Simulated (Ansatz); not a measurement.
# Cl2F5HMo: the cost of one run

Method: RKS B3LYP-D4/def2-SVP, in Ansatz 0.2.0.

## Step 1: The structure to begin with

Bond lengths: Mo1–F2 2.120 Å, Mo1–F3 1.770 Å, Mo1–F4 1.770 Å, Mo1–Cl5 2.310 Å, Mo1–F6 1.770 Å, Mo1–F7 1.770 Å, Mo1–Cl8 2.610 Å, Cl5–Cl8 1.885 Å. Angles (14 of 23 angles, heavy atoms first): F2–Mo1–F3 90.0°, F2–Mo1–F4 90.0°, F2–Mo1–Cl5 90.0°, F2–Mo1–F6 90.0°, F2–Mo1–F7 180.0°, F2–Mo1–Cl8 71.6°, F3–Mo1–F4 90.0°, F3–Mo1–Cl5 180.0°, F3–Mo1–F6 90.0°, F3–Mo1–F7 90.0°, F3–Mo1–Cl8 135.5°, F4–Mo1–Cl5 90.0°, F4–Mo1–F6 180.0°, F4–Mo1–F7 90.0°.

Coordinates:

```xyz
9

Mo    0.0000    0.0000    0.0000
F     0.0000    0.0000    2.1200
F     1.7700    0.0000    0.0000
F     0.0000    1.7700    0.0000
Cl   -2.3100    0.0000    0.0000
F     0.0000   -1.7700    0.0000
F     0.0000    0.0000   -1.7700
Cl   -1.8606    1.6349    0.8230
H    -0.9261    0.8137    1.9810
```

## Step 2: Pulling towards end A

Springs on the bonds that form and break draw the guess towards this end; the thresholds are loose.

input.yaml

```yaml
crystal:
  periodic: [false, false, false]
  atoms:
    - { symbol: Mo, position_ang: [0.0, 0.0, 0.0] }
    - { symbol: F, position_ang: [0.0, 0.0, 2.12] }
    - { symbol: F, position_ang: [1.77, 0.0, 0.0] }
    - { symbol: F, position_ang: [0.0, 1.77, 0.0] }
    - { symbol: Cl, position_ang: [-2.31, 0.0, 0.0] }
    - { symbol: F, position_ang: [0.0, -1.77, 0.0] }
    - { symbol: F, position_ang: [0.0, 0.0, -1.77] }
    - { symbol: Cl, position_ang: [-1.8606, 1.6349, 0.823] }
    - { symbol: H, position_ang: [-0.9261, 0.8137, 1.981] }
basis:
  gaussian: { orbitals: def2-SVP }
hamiltonian:
  xc: b3lyp
  dispersion: d4
relax:
  f_tol: 0.15
  max_steps: 25
  restrain:
    - { distance: [0, 7], at: 3.51, k: 30.0 }
    - { distance: [8, 1], at: 2.12, k: 30.0 }
    - { distance: [0, 1], at: 1.77, k: 30.0 }
    - { distance: [8, 7], at: 1.37, k: 30.0 }
```

On the command line:

```
> ansatz run input.yaml --threads 4 --pin off --max-ram 5120MiB --backend cpu --events-out ev --progress --plain --runs-dir out
```

**Question.** How long does this run take on 4 threads of Arm Neoverse V1, shared host, and how much memory does it need?

About 47 s, with a peak of 0.49 GiB.
